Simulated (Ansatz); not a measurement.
# ZrTa2C2: one candidate of a structure search

Where does this trial cell of ZrTa2C2 go when cell and atoms are let free?

Method: DFT PBE, scalar-relativistic, plane waves, PAW, in Ansatz 0.2.0.

## 1. The structure to begin with

The structure is trigonal, space group P-3m1 (No. 164). The conventional cell has a = 3.528 Å, b = 3.528 Å, c = 6.255 Å, α = 90.00°, β = 90.00°, γ = 120.00°. Zr (site symmetry -3m) has 6 Ta at 2.73 Å and 6 C at 3.11 Å as nearest neighbours. Around Ta (site symmetry 3m) lie 4 C at 2.09 to 2.10 Å. C (site symmetry 3m) has 4 Ta at 2.09 to 2.10 Å as nearest neighbours.

As a file:

```
CELL_PARAMETERS angstrom
3.52814 0.00000 0.00000
-1.76407 3.05546 0.00000
0.00000 0.00000 6.25537
ATOMIC_POSITIONS crystal
Zr 0.00000 0.00000 0.00000
Ta 0.33333 0.66667 0.29091
Ta 0.66667 0.33333 0.70909
C 0.33333 0.66667 0.62531
C 0.66667 0.33333 0.37469
```

A structure generator made this guess: species swapped into a database cell of Tb2SeO2 (P-3m1, No. 164), with Ta on the Tb sites, Zr on the Se sites and C on the O sites. The dimensions are guesses.

## 2. Probe: one point on a coarse mesh

File input.yaml:

```yaml
crystal:
  lattice:
    - [3.5281359, 0.0, 0.0]
    - [-1.76406795, 3.05545532, 0.0]
    - [0.0, 0.0, 6.2553699]
  atoms:
    - { symbol: Zr, position: [0.0, 0.0, 0.0] }
    - { symbol: Ta, position: [0.33333333, 0.66666667, 0.29091385] }
    - { symbol: Ta, position: [0.66666667, 0.33333333, 0.70908615] }
    - { symbol: C, position: [0.33333333, 0.66666667, 0.62531275] }
    - { symbol: C, position: [0.66666667, 0.33333333, 0.37468725] }
basis:
  ecutwfc: 420
kpoints:
  mp_grid: { grid: [6, 6, 4] }
hamiltonian:
  xc: pbe
scf:
  occupations: { method: gaussian, width: 0.1 }
  lower_state_search: "off"
output:
  forces: true
  stress: true
  eigenvalues: true
```

The run is started by

```sh
ansatz run input.yaml --threads 1 --pin off --max-ram 2560MiB --backend cpu --events-out ev --progress --plain --runs-dir out
```

The session goes on with these runs: a loose first relaxation; spin check on a coarse mesh; relaxation on the finer mesh.

What does the calculation give? Wanted: conventional cell; volume; energy over the elements; gap on the mesh.

As calculated:

```
                              quantity                                                                       value
symmetry at the end (tolerance 0.05 Å)                                                 space group P-3m1 (No. 164)
                     conventional cell  a = 3.208 Å, b = 3.208 Å, c = 7.700 Å, α = 90.00°, β = 90.00°, γ = 120.00°
                                volume                                                               13.72 Å³/atom
              energy over the elements                                                               -0.63 eV/atom
                       gap on the mesh                                                                none (metal)
```

The space group P-3m1 (No. 164) is kept, and the volume per atom grows by 1.8 % from the first guess. A negative formation energy is needed for stability but isn't enough; other structures and compounds were not set against it here. No finished test with a distortion of lower symmetry is shown, so the end may be a saddle point. Spin-orbit coupling is left out for Ta. Other magnetic orders were not searched.
